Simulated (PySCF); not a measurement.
# C6H9FN2O: magnetic properties

Wanted: magnetic properties for C6H9FN2O (`CN(C)C(=O)[C@H](F)CC#N`).

Programs: PySCF 2.14.0, with routines of our own; each step states its level. All values are computed. Atoms count from 0.

## Step 1: The system as given

19 atoms, charge 0, multiplicity 1; geometry from: GFN2-xTB.

## Step 2: Magnetic properties: GIAO wB97X-D/pcSseg-1

What the job is given:

```
{"job": {"kind": "mag", "xc": "wB97X-D", "basis": "pcSseg-1", "isotopologues": 0}, "charge": 0, "multiplicity": 1}
C     -2.429065     0.332913     1.028187
N     -1.298098     0.061834     0.166289
C     -1.588068    -0.725962    -1.009229
C     -0.082330     0.488376     0.542489
O      0.107475     1.182486     1.524675
C      1.104856     0.091146    -0.361150
F      1.065515    -1.259496    -0.641421
C      2.426216     0.427723     0.333676
C      3.508459     0.521069    -0.609738
N      4.351772     0.595647    -1.377086
H     -2.906017    -0.603208     1.323427
H     -3.156537     0.959646     0.508664
H     -2.070563     0.855684     1.912418
H     -0.936092    -0.458971    -1.838496
H     -2.618362    -0.533192    -1.306966
H     -1.473209    -1.794257    -0.808220
H      1.027984     0.614203    -1.325556
H      2.650221    -0.348632     1.070321
H      2.306040     1.378781     0.860251
```

With the program's defaults for keys left out, this is: GIAO wB97X-D/pcSseg-1 magnetisability, rotational g tensor and spin-rotation constants, non-relativistic, gas phase.

Started as:

```
$ OMP_NUM_THREADS=1 python excited_run.py task.json out
```

This one command runs all jobs of the session in turn.

Standard output:

```text
coarse grid: 16392 points
cycle   1  E = -518.0471435106  dE =  1.867e+00  |g| = 1.137e+00  |ddm| = 3.863e+00
cycle   2  E = -517.6876676408  dE =  3.595e-01  |g| = 1.841e+00  |ddm| = 2.279e+00
cycle   3  E = -518.3072171384  dE = -6.195e-01  |g| = 1.160e-01  |ddm| = 1.455e+00
cycle   4  E = -518.3084919567  dE = -1.275e-03  |g| = 9.332e-02  |ddm| = 1.335e-01
cycle   5  E = -518.3099196562  dE = -1.428e-03  |g| = 1.328e-02  |ddm| = 5.936e-02
cycle   6  E = -518.3099498153  dE = -3.016e-05  |g| = 9.208e-03  |ddm| = 1.780e-02
cycle   7  E = -518.3099673589  dE = -1.754e-05  |g| = 2.089e-03  |ddm| = 7.465e-03
cycle   8  E = -518.3099687589  dE = -1.400e-06  |g| = 5.690e-04  |ddm| = 3.867e-03
final grid: 160392 points
cycle   9  E = -518.3900177848  dE = -2.107e-04  |g| = 9.001e-03  |ddm| = 4.766e-02
cycle  10  E = -518.3900161776  dE =  1.607e-06  |g| = 1.019e-02  |ddm| = 1.286e-02
cycle  11  E = -518.3900331633  dE = -1.699e-05  |g| = 1.221e-03  |ddm| = 5.727e-03
cycle  12  E = -518.3900333386  dE = -1.753e-07  |g| = 8.671e-04  |ddm| = 1.385e-03
cycle  13  E = -518.3900334900  dE = -1.515e-07  |g| = 1.493e-04  |ddm| = 7.140e-04
cycle  14  E = -518.3900334947  dE = -4.667e-09  |g| = 3.978e-05  |ddm| = 1.550e-04
cycle  15  E = -518.3900334951  dE = -3.790e-10  |g| = 2.406e-05  |ddm| = 6.651e-05
converged SCF energy = -518.3900334951

Magnetisability tensor (1e-30 J/T^2)
    -1361.65       17.77       75.73
       17.77    -1411.00       64.74
       75.73       64.74    -1372.77
isotropic -1381.81   principal values   -1472.11  -1405.91  -1267.40
isotropic susceptibility -83.214 1e-6 cm^3/mol

Inertial axes            a          b          c
rot. const./GHz      2.9499     0.7351     0.6252
chi total           -83.990    -78.775    -86.878
chi diamagnetic    -517.592  -1704.057  -1985.854
chi paramagnetic    433.602   1625.282   1898.976
quadrupole/D A       -9.145      0.565      8.581
g nuclear            0.5700     0.5498     0.5490
g electronic        -0.6009    -0.5613    -0.5577
g total             -0.0309    -0.0115    -0.0088

Spin-rotation constants (kHz, H = +C I.J)
atom  isotope        aa         bb         cc
  1    14N        0.171      0.089      0.034
  6    19F        1.096      0.480      0.277
  9    14N        0.201      0.149      0.128
 10     1H       -0.194     -0.061     -0.023
 11     1H       -0.204     -0.077     -0.007
 12     1H       -0.252      0.028     -0.060
 13     1H       -0.056     -0.063     -0.042
 14     1H       -0.002     -0.076     -0.051
 15     1H       -0.302     -0.050      0.002
 16     1H       -0.255     -0.069      0.024
 17     1H       -0.319     -0.087      0.021
 18     1H       -0.287      0.011     -0.057
  0    13C*       0.452      0.131      0.109
  3    13C*       1.507      0.271      0.149
  4    17O*      -1.365     -0.456     -0.030
  5    13C*       0.830      0.166      0.165
  7    13C*       0.446      0.104      0.091
  8    13C*       0.308      0.291      0.253
* in the singly substituted isotopologue
```

Wall time 57 s (1 thread of Intel Xeon 6975P-C, shared host); peak memory 1 GiB.

In short:

| quantity | value |
| --- | --- |
| magnetisability | -1382·10⁻³⁰ J/T² |
| molar susceptibility | -83.2·10⁻⁶ cm³/mol |
| rotational g (a, b, c) | -0.0309, -0.0115, -0.0088 |

## Step 3: Magnetic properties: GIAO BP86/ANO-RCC-VDZP

The job, as its differences from that of step 2:

```diff
@@ -1,2 +1,2 @@
-{"job": {"kind": "mag", "xc": "wB97X-D", "basis": "pcSseg-1", "isotopologues": 0}, "charge": 0, "multiplicity": 1}
+{"job": {"kind": "mag", "xc": "BP86", "basis": "ANO-RCC-VDZP", "scf": {"conv": 1e-11}}, "charge": 0, "multiplicity": 1}
 C     -2.429065     0.332913     1.028187
```

Method: GIAO BP86/ANO-RCC-VDZP magnetisability, rotational g tensor and spin-rotation constants, non-relativistic, gas phase.

Standard output:

```text
final grid: 160392 points
cycle   1  E = -518.5203872819  dE =  1.364e+00  |g| = 1.074e+00  |ddm| = 6.199e+00
cycle   2  E = -516.7320340289  dE =  1.788e+00  |g| = 2.994e+00  |ddm| = 4.342e+00
cycle   3  E = -518.7166591514  dE = -1.985e+00  |g| = 4.538e-01  |ddm| = 3.803e+00
cycle   4  E = -518.7550709348  dE = -3.841e-02  |g| = 2.279e-01  |ddm| = 7.151e-01
cycle   5  E = -518.7635882467  dE = -8.517e-03  |g| = 1.041e-01  |ddm| = 2.949e-01
cycle   6  E = -518.7657065880  dE = -2.118e-03  |g| = 3.957e-02  |ddm| = 1.241e-01
cycle   7  E = -518.7659995725  dE = -2.930e-04  |g| = 1.552e-02  |ddm| = 4.404e-02
cycle   8  E = -518.7660494979  dE = -4.993e-05  |g| = 3.334e-03  |ddm| = 1.391e-02
cycle   9  E = -518.7660518029  dE = -2.305e-06  |g| = 1.131e-03  |ddm| = 3.643e-03
cycle  10  E = -518.7660520393  dE = -2.364e-07  |g| = 5.429e-04  |ddm| = 1.462e-03
cycle  11  E = -518.7660520593  dE = -2.000e-08  |g| = 1.769e-04  |ddm| = 6.062e-04
cycle  12  E = -518.7660520660  dE = -6.753e-09  |g| = 2.942e-05  |ddm| = 1.693e-04
cycle  13  E = -518.7660520661  dE = -9.550e-11  |g| = 2.277e-05  |ddm| = 5.393e-05
cycle  14  E = -518.7660520662  dE = -1.173e-10  |g| = 2.662e-06  |ddm| = 2.458e-05
cycle  15  E = -518.7660520662  dE = -9.095e-13  |g| = 1.171e-06  |ddm| = 3.063e-06
converged SCF energy = -518.7660520662

Magnetisability tensor (1e-30 J/T^2)
    -1320.92       18.45       72.95
       18.45    -1378.76       69.72
       72.95       69.72    -1339.20
isotropic -1346.29   principal values   -1441.07  -1367.18  -1230.64
isotropic susceptibility -81.076 1e-6 cm^3/mol

Inertial axes            a          b          c
rot. const./GHz      2.9499     0.7351     0.6252
chi total           -81.490    -76.514    -85.223
chi diamagnetic    -516.938  -1703.006  -1984.545
chi paramagnetic    435.448   1626.492   1899.322
quadrupole/D A       -8.550      0.486      8.063
g nuclear            0.5700     0.5498     0.5490
g electronic        -0.6035    -0.5617    -0.5578
g total             -0.0335    -0.0119    -0.0089

Spin-rotation constants (kHz, H = +C I.J)
atom  isotope        aa         bb         cc
  1    14N        0.194      0.089      0.036
  6    19F        1.281      0.535      0.308
  9    14N        0.191      0.137      0.117
 10     1H       -0.191     -0.061     -0.023
 11     1H       -0.202     -0.079     -0.006
 12     1H       -0.257      0.032     -0.059
 13     1H       -0.051     -0.064     -0.041
 14     1H        0.006     -0.076     -0.051
 15     1H       -0.305     -0.049      0.003
 16     1H       -0.251     -0.067      0.028
 17     1H       -0.325     -0.086      0.023
 18     1H       -0.288      0.015     -0.055
  0    13C*       0.452      0.130      0.109
  3    13C*       1.420      0.260      0.148
  4    17O*      -1.240     -0.448     -0.033
  5    13C*       0.841      0.167      0.172
  7    13C*       0.440      0.104      0.091
  8    13C*       0.306      0.271      0.236
* in the singly substituted isotopologue
```

Run time: 2.6 min. Hardware: 1 thread of Intel Xeon 6975P-C, shared host; peak memory 0.84 GiB.

In short:

| quantity | value |
| --- | --- |
| magnetisability | -1346·10⁻³⁰ J/T² |
| molar susceptibility | -81.1·10⁻⁶ cm³/mol |
| rotational g (a, b, c) | -0.0335, -0.0119, -0.0089 |

## Step 4: The levels compared

| level | ξ (10⁻³⁰ J/T²) | g(a) | g(b) | gap (eV) | functions | time |
| --- | --- | --- | --- | --- | --- | --- |
| GIAO wB97X-D/pcSseg-1 | -1382 | -0.0309 | -0.0115 | 11.07 | 215 | 57 s |
| GIAO BP86/ANO-RCC-VDZP | -1346 | -0.0335 | -0.0119 | 4.96 | 185 | 2.6 min |

## Step 5: Results

| quantity | value |
| --- | --- |
| magnetisability (step 2, GIAO wB97X-D/pcSseg-1) | -1382·10⁻³⁰ J/T² |
| molar susceptibility (step 2, GIAO wB97X-D/pcSseg-1) | -83.2·10⁻⁶ cm³/mol |
| rotational g (a, b, c) (step 2, GIAO wB97X-D/pcSseg-1) | -0.0309, -0.0115, -0.0088 |
| magnetisability over the levels | -1382 to -1346·10⁻³⁰ J/T² |

**Reading.** The magnetisability spreads by 2.6 % over 2 levels, from GIAO wB97X-D/pcSseg-1 (57 s) to GIAO BP86/ANO-RCC-VDZP (2.6 min); the runs took 57 s to 2.6 min. Two levels can agree by chance, so this spread shows no convergence. Vibrational averaging and real surroundings are missing from these values.
